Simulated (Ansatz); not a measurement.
# HfCl2O + H2O: a complex and its separated parts

The complex below is one end of an elementary step. How strongly is it bound against its free parts?

Program: Ansatz 0.2.0, Gaussian basis. Level of theory: PBE0-D4/def2-TZVP structures, single points in def2-TZVPP, no counterpoise correction. These are calculated values, not measurements.

Levels: SPW92, PBE-D4, BLYP-D4, r2SCAN-D4, B97M-V, PBE0-D4, B3LYP-D4, r2SCAN0-D4, BHLYP-D4, CAM-B3LYP-D4, wB97X-V, wB97M-V, B2PLYP, PBE-QIDH, RPA on PBE, Hartree-Fock, MP2, CCSD, CCSD(T).

Cores are frozen in the correlated methods. Core potentials replace the inner electrons past krypton, and spin-orbit coupling is left out. B3LYP uses VWN-RPA correlation. B2PLYP carries no dispersion term here.

50 further runs of the same task are left out: 50 set aside as unsound or not needed. Runs told in other sessions of the task aren't counted.

### Step 1. The system as given

The complex: 7 atoms, charge 0, spin multiplicity 1.

Atoms are counted from 1 here; the program's logs count them from 0.

Bond lengths: Hf1–O2 2.219 Å, Hf1–O3 1.757 Å, Hf1–Cl5 2.387 Å, Hf1–Cl6 2.385 Å, O2–H4 0.965 Å, O2–H7 0.962 Å. Angles: O2–Hf1–O3 92.3°, O2–Hf1–Cl5 103.9°, O2–Hf1–Cl6 109.4°, O3–Hf1–Cl5 113.1°, O3–Hf1–Cl6 113.2°, Cl5–Hf1–Cl6 120.5°, Hf1–O2–H4 112.4°, Hf1–O2–H7 131.8°, H4–O2–H7 109.9°.

As a file:

| atom | x (Å) | y (Å) | z (Å) |
| --- | --- | --- | --- |
| Hf1 | -0.5193 | 0.1325 | 0.7135 |
| O2 | 0.7205 | -0.3561 | -1.0606 |
| O3 | -1.8134 | 0.7824 | -0.2817 |
| H4 | 0.3298 | -0.0349 | -1.8819 |
| Cl5 | 0.7330 | 1.8223 | 1.8421 |
| Cl6 | -1.1205 | -1.8827 | 1.8385 |
| H7 | 1.6700 | -0.4635 | -1.1699 |

Its parts: HfCl2O holds atoms 1, 3, 5, 6; H2O holds atoms 2, 4, 7. Each part counts its atoms afresh in its own runs.

### Step 2. Relaxing HfCl2O alone

Input file relax-a/in.yaml:

```yaml
crystal:
  periodic: [false, false, false]
  atoms:
    - {symbol: Hf, position_ang: [-0.519298, 0.132514, 0.713513]}
    - {symbol: O, position_ang: [-1.813446, 0.782382, -0.281652]}
    - {symbol: Cl, position_ang: [0.732973, 1.822260, 1.842112]}
    - {symbol: Cl, position_ang: [-1.120505, -1.882717, 1.838467]}
basis:
  gaussian: {orbitals: def2-TZVP}
hamiltonian: {xc: pbe0, dispersion: d4}
relax: {f_tol: 0.005, max_steps: 200}
```

Started as:

```bash
> ansatz run in.yaml --threads 8 --pin off --events-out ev --progress --plain --max-ram 19148MiB
```

The program printed (excerpt; [...] marks lines left out):

```text
Functional definition: PBE0
  name "PBE0"
  cite "Adamo & Barone, J. Chem. Phys. 110, 6158 (1999) doi:10.1063/1.478522"
  cite "Perdew, Burke & Ernzerhof, Phys. Rev. Lett. 77, 3865 (1996) doi:10.1103/PhysRevLett.77.3865"
  parent pbe
[...]
1080 factors; their error is unknown
[...]
mean field -28394.96999159 eV, -1043.4959003891 hartree, gradient 6.2e-5 eV, S^2 0.000000; 0 other end points of the search recorded, 0 dependent functions left out
[...]
reference -28394.97002245 eV, -1043.4959015232 hartree; 27, 27 occupied and 118, 118 virtual orbitals, 1080 factors
[...]
1080 factors; their error is unknown
[...]
mean field -28394.98288939 eV, -1043.4963743746 hartree, gradient 1.2e-5 eV, S^2 0.000000; 1 other end points of the search recorded, 0 dependent functions left out
[...]
reference -28394.98292029 eV, -1043.4963755100 hartree; 27, 27 occupied and 118, 118 virtual orbitals, 1080 factors
Total energy: -28395.09283046 eV, -1043.5004146341 hartree
Atom 0 at    -0.494171     0.120854     0.694962 Å, force    -0.000626     0.000214    -0.000360 eV/Å
Atom 1 at    -1.804030     0.776270    -0.247672 Å, force     0.000487    -0.000254     0.000288 eV/Å
Atom 2 at     0.704417     1.809699     1.833595 Å, force     0.000117     0.000091     0.000066 eV/Å
Atom 3 at    -1.126492    -1.852384     1.831555 Å, force     0.000022    -0.000050     0.000007 eV/Å
Dipole moment:     0.716298    -0.357940    -0.317830 e Å
```

Run time: 2.9 s. Hardware: 8 threads of AMD EPYC 9R45, shared host.

Along the way:

| step | energy from step 1 (eV) | largest force component (eV/Å) |
| --- | --- | --- |
| 1 | 0.0000 | 0.5575 |
| 2 | -0.0108 | 0.2087 |
| 3 | -0.0140 | 0.0835 |
| 4 | -0.0140 | 0.0812 |
| 5 | -0.0144 | 0.0139 |
| 6 | -0.0144 | 0.0006 |

Close pairs (by a distance rule), those that changed most:

```
   bond  before (Å)  after (Å)  change (Å)
Hf1–Cl3       2.387      2.363      -0.024
Hf1–Cl4       2.385      2.363      -0.022
 Hf1–O2       1.757      1.742      -0.015
```

### Step 3. Relaxing H2O alone

Input file relax-b/in.yaml:

```yaml
crystal:
  periodic: [false, false, false]
  atoms:
    - {symbol: O, position_ang: [0.720494, -0.356104, -1.060617]}
    - {symbol: H, position_ang: [0.329793, -0.034883, -1.881870]}
    - {symbol: H, position_ang: [1.669989, -0.463453, -1.169854]}
basis:
  gaussian: {orbitals: def2-TZVP}
hamiltonian: {xc: pbe0, dispersion: d4}
relax: {f_tol: 0.005, max_steps: 200}
```

Started as:

```bash
> ansatz run in.yaml --threads 8 --pin off --events-out ev --progress --plain --max-ram 19148MiB
```

The program printed (excerpt; [...] marks lines left out):

```text
[... 5 set-up lines as earlier in the session ...]
[...]
239 factors; their error is unknown
[...]
mean field -2078.31660483 eV, -76.3767264939 hartree, gradient 1.4e-5 eV, S^2 0.000000; 0 other end points of the search recorded, 0 dependent functions left out
[...]
reference -2078.33309081 eV, -76.3773323427 hartree; 5, 5 occupied and 38, 38 virtual orbitals, 239 factors
Total energy: -2078.33734660 eV, -76.3774887400 hartree
Atom 0 at     0.709325    -0.359788    -1.043865 Å, force    -0.001731     0.000311    -0.000160 eV/Å
Atom 1 at     0.358091    -0.040426    -1.877798 Å, force    -0.000060    -0.000081     0.000281 eV/Å
Atom 2 at     1.652859    -0.454226    -1.190678 Å, force     0.001792    -0.000230    -0.000121 eV/Å
Dipole moment:     0.218403     0.082935    -0.361628 e Å
```

Run time: 0.25 s. Hardware: 8 threads of AMD EPYC 9R45, shared host.

The steps of the relaxation:

```
step  energy from step 1 (eV)  largest force component (eV/Å)
   1                   0.0000                          0.4893
   2                  -0.0118                          0.2404
   3                  -0.0165                          0.0233
   4                  -0.0165                          0.0018
```

Close pairs (by a distance rule), those that changed most:

```
 bond  before (Å)  after (Å)  change (Å)
O1–H2       0.965      0.960      -0.005
O1–H3       0.962      0.960      -0.002
```

### Step 4. SPW92/def2-TZVPP

Input file parta/in.yaml:

```yaml
crystal:
  periodic: [false, false, false]
  atoms:
    - {symbol: Hf, position_ang: [-0.494171, 0.120854, 0.694962]}
    - {symbol: O, position_ang: [-1.804030, 0.776270, -0.247672]}
    - {symbol: Cl, position_ang: [0.704417, 1.809699, 1.833595]}
    - {symbol: Cl, position_ang: [-1.126492, -1.852384, 1.831555]}
basis:
  gaussian: {orbitals: def2-TZVPP}
hamiltonian: {xc: lda}
```

Input file partb/in.yaml:

```yaml
crystal:
  periodic: [false, false, false]
  atoms:
    - {symbol: O, position_ang: [0.709325, -0.359788, -1.043865]}
    - {symbol: H, position_ang: [0.358091, -0.040426, -1.877798]}
    - {symbol: H, position_ang: [1.652859, -0.454226, -1.190678]}
basis:
  gaussian: {orbitals: def2-TZVPP}
hamiltonian: {xc: lda}
```

One command serves all of them, each in its own folder.

Started as:

```bash
> ansatz run in.yaml --threads 8 --pin off --events-out ev --progress --plain --max-ram 19148MiB
```

parta printed (excerpt; [...] marks lines left out):

```text
Functional definition: SPW92
  name "SPW92"
  cite "Dirac, Proc. Camb. Phil. Soc. 26, 376 (1930) doi:10.1017/S0305004100016108"
  cite "Slater, Phys. Rev. 81, 385 (1951) doi:10.1103/PhysRev.81.385"
  cite "Perdew & Wang, Phys. Rev. B 45, 13244 (1992) doi:10.1103/PhysRevB.45.13244"
[...]
1097 factors; their error is unknown
[...]
mean field -28307.58273813 eV, -1040.2844780575 hartree, gradient 5.2e-5 eV, S^2 0.000000; 0 other end points of the search recorded, 0 dependent functions left out
reference -28307.58277519 eV, -1040.2844794196 hartree; 27, 27 occupied and 144, 144 virtual orbitals, 1097 factors
Total energy: -28307.58277519 eV, -1040.2844794196 hartree
```

partb printed (excerpt; [...] marks lines left out):

```text
[... 5 set-up lines as earlier in the session ...]
[...]
269 factors; their error is unknown
[...]
mean field -2065.39692855 eV, -75.9019371479 hartree, gradient 5.3e-5 eV, S^2 0.000000; 0 other end points of the search recorded, 0 dependent functions left out
reference -2065.39694738 eV, -75.9019378399 hartree; 5, 5 occupied and 54, 54 virtual orbitals, 269 factors
Total energy: -2065.39694738 eV, -75.9019378399 hartree
```

They took 0.25 s (parta), 0.05 s (partb) on 8 threads of AMD EPYC 9R45, shared host.

### Step 5. PBE-D4/def2-TZVPP

Each input of step 4 (parta, partb) changes in the same lines:

```diff
-hamiltonian: {xc: lda}
+hamiltonian: {xc: pbe, dispersion: d4}
```

The same command starts each run, in its folder.

Started as:

```bash
> ansatz run in.yaml --threads 8 --pin off --events-out ev --progress --plain --max-ram 19148MiB
```

Log of parta (excerpt; [...] marks lines left out):

```text
Functional definition: PBE
  name "PBE"
[... 2 set-up lines as earlier in the session ...]
[...]
1097 factors; their error is unknown
[...]
mean field -28394.28308340 eV, -1043.4706569788 hartree, gradient 5.7e-5 eV, S^2 0.000000; 0 other end points of the search recorded, 0 dependent functions left out
reference -28394.28312292 eV, -1043.4706584310 hartree; 27, 27 occupied and 144, 144 virtual orbitals, 1097 factors
Total energy: -28394.40975859 eV, -1043.4753122061 hartree
```

Log of partb (excerpt; [...] marks lines left out):

```text
[... 4 set-up lines as earlier in the session ...]
[...]
269 factors; their error is unknown
[...]
mean field -2078.40755822 eV, -76.3800689693 hartree, gradient 4.8e-5 eV, S^2 0.000000; 0 other end points of the search recorded, 0 dependent functions left out
reference -2078.40757869 eV, -76.3800697216 hartree; 5, 5 occupied and 54, 54 virtual orbitals, 269 factors
Total energy: -2078.41289570 eV, -76.3802651182 hartree
```

They took 0.35 s (parta), 0.1 s (partb) on 8 threads of AMD EPYC 9R45, shared host.

### Step 6. BLYP-D4/def2-TZVPP

Each input of step 5 (parta, partb) changes in the same lines:

```diff
-hamiltonian: {xc: pbe, dispersion: d4}
+hamiltonian: {xc: {name: BLYP}, dispersion: d4}
```

One command serves all of them, each in its own folder.

Started as:

```bash
> ansatz run in.yaml --threads 8 --pin off --events-out ev --progress --plain --max-ram 19148MiB
```

Log of parta (excerpt; [...] marks lines left out):

```text
Functional definition: BLYP
  name "BLYP"
  cite "Becke, Phys. Rev. A 38, 3098 (1988) doi:10.1103/PhysRevA.38.3098"
  cite "Lee, Yang & Parr, Phys. Rev. B 37, 785 (1988) doi:10.1103/PhysRevB.37.785"
[...]
1097 factors; their error is unknown
[...]
mean field -28405.16584981 eV, -1043.8705912674 hartree, gradient 8.0e-5 eV, S^2 0.000000; 0 other end points of the search recorded, 0 dependent functions left out
reference -28405.16618295 eV, -1043.8706035101 hartree; 27, 27 occupied and 144, 144 virtual orbitals, 1097 factors
Total energy: -28405.42227445 eV, -1043.8800146995 hartree
```

Output in partb (excerpt; [...] marks lines left out):

```text
[... 4 set-up lines as earlier in the session ...]
[...]
269 factors; their error is unknown
[...]
mean field -2080.27677014 eV, -76.4487612403 hartree, gradient 9.0e-5 eV, S^2 0.000000; 0 other end points of the search recorded, 0 dependent functions left out
reference -2080.27695968 eV, -76.4487682060 hartree; 5, 5 occupied and 54, 54 virtual orbitals, 269 factors
Total energy: -2080.28980199 eV, -76.4492401522 hartree
```

They took 0.35 s (parta), 0.1 s (partb) on 8 threads of AMD EPYC 9R45, shared host.

### Step 7. r2SCAN-D4/def2-TZVPP

Each input of step 6 (parta, partb) changes in the same lines:

```diff
-hamiltonian: {xc: {name: BLYP}, dispersion: d4}
+hamiltonian: {xc: r2scan, dispersion: d4}
```

The same command starts each run, in its folder.

Started as:

```bash
> ansatz run in.yaml --threads 8 --pin off --events-out ev --progress --plain --max-ram 19148MiB
```

Output in parta (excerpt; [...] marks lines left out):

```text
Functional definition: r2SCAN
  name "r2SCAN"
  cite "Furness, Kaplan, Ning, Perdew & Sun, J. Phys. Chem. Lett. 11, 8208 (2020) doi:10.1021/acs.jpclett.0c02405"
  cite "Furness, Kaplan, Ning, Perdew & Sun, J. Phys. Chem. Lett. 11, 9248 (2020) doi:10.1021/acs.jpclett.0c03077"
  parent r2scan
[...]
1097 factors; their error is unknown
[...]
mean field -28404.00206436 eV, -1043.8278229413 hartree, gradient 4.2e-5 eV, S^2 0.000000; 0 other end points of the search recorded, 0 dependent functions left out
reference -28404.00207561 eV, -1043.8278233545 hartree; 27, 27 occupied and 144, 144 virtual orbitals, 1097 factors
Total energy: -28404.02986911 eV, -1043.8288447468 hartree
```

partb printed (excerpt; [...] marks lines left out):

```text
[... 5 set-up lines as earlier in the session ...]
[...]
269 factors; their error is unknown
[...]
mean field -2079.58114827 eV, -76.4231976082 hartree, gradient 8.5e-5 eV, S^2 0.000000; 0 other end points of the search recorded, 0 dependent functions left out
reference -2079.58115347 eV, -76.4231977995 hartree; 5, 5 occupied and 54, 54 virtual orbitals, 269 factors
Total energy: -2079.58242599 eV, -76.4232445636 hartree
```

Wall times: 0.65 s (parta), 0.15 s (partb) on 8 threads of AMD EPYC 9R45, shared host.

### Step 8. B97M-V/def2-TZVPP

The same edit goes into each in.yaml of step 7 (parta, partb):

```diff
-hamiltonian: {xc: r2scan, dispersion: d4}
+hamiltonian: {xc: {name: B97M-V}}
```

Each run has its own folder and the same command.

Started as:

```bash
> ansatz run in.yaml --threads 8 --pin off --events-out ev --progress --plain --max-ram 19148MiB
```

Log of parta (excerpt; [...] marks lines left out):

```text
Functional definition: B97M-V
  name "B97M-V"
  cite "Mardirossian & Head-Gordon, J. Chem. Phys. 142, 074111 (2015) doi:10.1063/1.4907719"
  cite "Becke, J. Chem. Phys. 107, 8554 (1997) doi:10.1063/1.475007"
  cite "Vydrov & Van Voorhis, J. Chem. Phys. 133, 244103 (2010) doi:10.1063/1.3521275"
  # Of w^i u^j: cxij and so on, Table III.
[...]
  gx(w, u) = cx00 + cx01*u + cx02*u^2 + (cx10 + cx11*u)*w
[...]
  gos(w, u) = cos00 + cos01*u + cos03*u^3 + cos10*w + cos32*w^3*u^2
[...]
      + integral(e_c_pw_mod_opposite_spin*gos(b97_w_opposite, b97_u_opposite)) + vv10(b, c)
1097 factors; their error is unknown
[...]
mean field -28398.97958144 eV, -1043.6432500981 hartree, gradient 8.2e-5 eV, S^2 0.000000; 0 other end points of the search recorded, 0 dependent functions left out
reference -28398.97963625 eV, -1043.6432521125 hartree; 27, 27 occupied and 144, 144 virtual orbitals, 1097 factors
Total energy: -28398.97963625 eV, -1043.6432521125 hartree
```

partb printed (excerpt; [...] marks lines left out):

```text
[... 5 set-up lines as earlier in the session ...]
  # Of w^i u^j: cxij and so on, Table III.
[...]
  gx(w, u) = cx00 + cx01*u + cx02*u^2 + (cx10 + cx11*u)*w
[...]
  gos(w, u) = cos00 + cos01*u + cos03*u^3 + cos10*w + cos32*w^3*u^2
[...]
      + integral(e_c_pw_mod_opposite_spin*gos(b97_w_opposite, b97_u_opposite)) + vv10(b, c)
269 factors; their error is unknown
[...]
mean field -2079.93552173 eV, -76.4362205926 hartree, gradient 2.9e-5 eV, S^2 0.000000; 0 other end points of the search recorded, 0 dependent functions left out
reference -2079.93554854 eV, -76.4362215781 hartree; 5, 5 occupied and 54, 54 virtual orbitals, 269 factors
Total energy: -2079.93554854 eV, -76.4362215781 hartree
```

They took 1 s (parta), 0.15 s (partb) on 8 threads of AMD EPYC 9R45, shared host.

### Step 9. PBE0-D4/def2-TZVPP

Each input of step 8 (parta, partb) changes in the same lines:

```diff
-hamiltonian: {xc: {name: B97M-V}}
+hamiltonian: {xc: pbe0, dispersion: d4}
+output: {orbitals: {seedname: orbitals}}
```

Each run has its own folder and the same command.

Started as:

```bash
> ansatz run in.yaml --threads 8 --pin off --events-out ev --progress --plain --max-ram 19148MiB
```

parta printed (excerpt; [...] marks lines left out):

```text
[... 5 set-up lines as earlier in the session ...]
[...]
1205 factors; their error is unknown
[...]
mean field -28395.08676749 eV, -1043.5001918240 hartree, gradient 5.3e-5 eV, S^2 0.000000; 0 other end points of the search recorded, 0 dependent functions left out
reference -28395.08679735 eV, -1043.5001929213 hartree; 27, 27 occupied and 144, 144 virtual orbitals, 1205 factors
Total energy: -28395.19670751 eV, -1043.5042320454 hartree
```

Output in partb (excerpt; [...] marks lines left out):

```text
[... 5 set-up lines as earlier in the session ...]
[...]
269 factors; their error is unknown
[...]
mean field -2078.42782431 eV, -76.3808137342 hartree, gradient 1.4e-5 eV, S^2 0.000000; 0 other end points of the search recorded, 0 dependent functions left out
reference -2078.42783881 eV, -76.3808142672 hartree; 5, 5 occupied and 54, 54 virtual orbitals, 269 factors
Total energy: -2078.43209460 eV, -76.3809706646 hartree
```

They took 0.45 s (parta), 0.1 s (partb) on 8 threads of AMD EPYC 9R45, shared host.

### Step 10. B3LYP-D4/def2-TZVPP

The same edit goes into each in.yaml of step 9 (parta, partb):

```diff
-hamiltonian: {xc: pbe0, dispersion: d4}
-output: {orbitals: {seedname: orbitals}}
+hamiltonian: {xc: {name: B3LYP}, dispersion: d4}
```

The same command starts each run, in its folder.

Started as:

```bash
> ansatz run in.yaml --threads 8 --pin off --events-out ev --progress --plain --max-ram 19148MiB
```

parta printed (excerpt; [...] marks lines left out):

```text
Functional definition: B3LYP
  name "B3LYP"
  cite "Stephens, Devlin, Chabalowski & Frisch, J. Phys. Chem. 98, 11623 (1994) doi:10.1021/j100096a001"
[... 2 set-up lines as earlier in the session ...]
  cite "Vosko, Wilk & Nusair, Can. J. Phys. 58, 1200 (1980) doi:10.1139/p80-159"
[...]
1150 factors; their error is unknown
[...]
mean field -28407.06968962 eV, -1043.9405560901 hartree, gradient 4.2e-5 eV, S^2 0.000000; 0 other end points of the search recorded, 0 dependent functions left out
reference -28407.06993914 eV, -1043.9405652597 hartree; 27, 27 occupied and 144, 144 virtual orbitals, 1150 factors
Total energy: -28407.27797752 eV, -1043.9482105294 hartree
```

partb printed (excerpt; [...] marks lines left out):

```text
[... 6 set-up lines as earlier in the session ...]
[...]
269 factors; their error is unknown
[...]
mean field -2080.76395825 eV, -76.4666650734 hartree, gradient 1.4e-5 eV, S^2 0.000000; 0 other end points of the search recorded, 0 dependent functions left out
reference -2080.76409661 eV, -76.4666701580 hartree; 5, 5 occupied and 54, 54 virtual orbitals, 269 factors
Total energy: -2080.77252260 eV, -76.4669798073 hartree
```

They took 0.4 s (parta), 0.1 s (partb) on 8 threads of AMD EPYC 9R45, shared host.

### Step 11. r2SCAN0-D4/def2-TZVPP

The same edit goes into each in.yaml of step 10 (parta, partb):

```diff
-hamiltonian: {xc: {name: B3LYP}, dispersion: d4}
+hamiltonian: {xc: {name: r2SCAN0}, dispersion: d4}
```

One command serves all of them, each in its own folder.

Started as:

```bash
> ansatz run in.yaml --threads 8 --pin off --events-out ev --progress --plain --max-ram 19148MiB
```

Log of parta (excerpt; [...] marks lines left out):

```text
Functional definition: r2SCAN0
  name "r2SCAN0"
  cite "Bursch, Neugebauer, Ehlert & Grimme, J. Chem. Phys. 156, 134105 (2022) doi:10.1063/5.0086040"
[... 3 set-up lines as earlier in the session ...]
[...]
1205 factors; their error is unknown
[...]
mean field -28402.10660866 eV, -1043.7581662290 hartree, gradient 2.8e-5 eV, S^2 0.000000; 0 other end points of the search recorded, 0 dependent functions left out
reference -28402.10661774 eV, -1043.7581665625 hartree; 27, 27 occupied and 144, 144 virtual orbitals, 1205 factors
Total energy: -28402.14209112 eV, -1043.7594701853 hartree
```

Log of partb (excerpt; [...] marks lines left out):

```text
[... 6 set-up lines as earlier in the session ...]
[...]
269 factors; their error is unknown
[...]
mean field -2079.27471772 eV, -76.4119364932 hartree, gradient 2.1e-5 eV, S^2 0.000000; 0 other end points of the search recorded, 0 dependent functions left out
reference -2079.27472182 eV, -76.4119366439 hartree; 5, 5 occupied and 54, 54 virtual orbitals, 269 factors
Total energy: -2079.27612596 eV, -76.4119882451 hartree
```

They took 0.7 s (parta), 0.15 s (partb) on 8 threads of AMD EPYC 9R45, shared host.

### Step 12. BHLYP-D4/def2-TZVPP

Each input of step 11 (parta, partb) changes in the same lines:

```diff
-hamiltonian: {xc: {name: r2SCAN0}, dispersion: d4}
+hamiltonian: {xc: {name: BHLYP}, dispersion: d4}
```

One command serves all of them, each in its own folder.

Started as:

```bash
> ansatz run in.yaml --threads 8 --pin off --events-out ev --progress --plain --max-ram 19148MiB
```

parta printed (excerpt; [...] marks lines left out):

```text
Functional definition: BHLYP
  name "BHLYP"
  cite "Becke, J. Chem. Phys. 98, 1372 (1993) doi:10.1063/1.464304"
[... 2 set-up lines as earlier in the session ...]
[...]
1316 factors; their error is unknown
[...]
mean field -28401.89892102 eV, -1043.7505338489 hartree, gradient 5.1e-5 eV, S^2 0.000000; 0 other end points of the search recorded, 0 dependent functions left out
reference -28401.89909030 eV, -1043.7505400698 hartree; 27, 27 occupied and 144, 144 virtual orbitals, 1316 factors
Total energy: -28402.11491216 eV, -1043.7584713769 hartree
```

Log of partb (excerpt; [...] marks lines left out):

```text
[... 5 set-up lines as earlier in the session ...]
[...]
295 factors; their error is unknown
[...]
mean field -2079.57892282 eV, -76.4231158243 hartree, gradient 2.0e-5 eV, S^2 0.000000; 0 other end points of the search recorded, 0 dependent functions left out
reference -2079.57901361 eV, -76.4231191608 hartree; 5, 5 occupied and 54, 54 virtual orbitals, 295 factors
Total energy: -2079.58396538 eV, -76.4233011350 hartree
```

Times: 0.45 s (parta), 0.1 s (partb) on 8 threads of AMD EPYC 9R45, shared host.

[end of part 1 of 2]
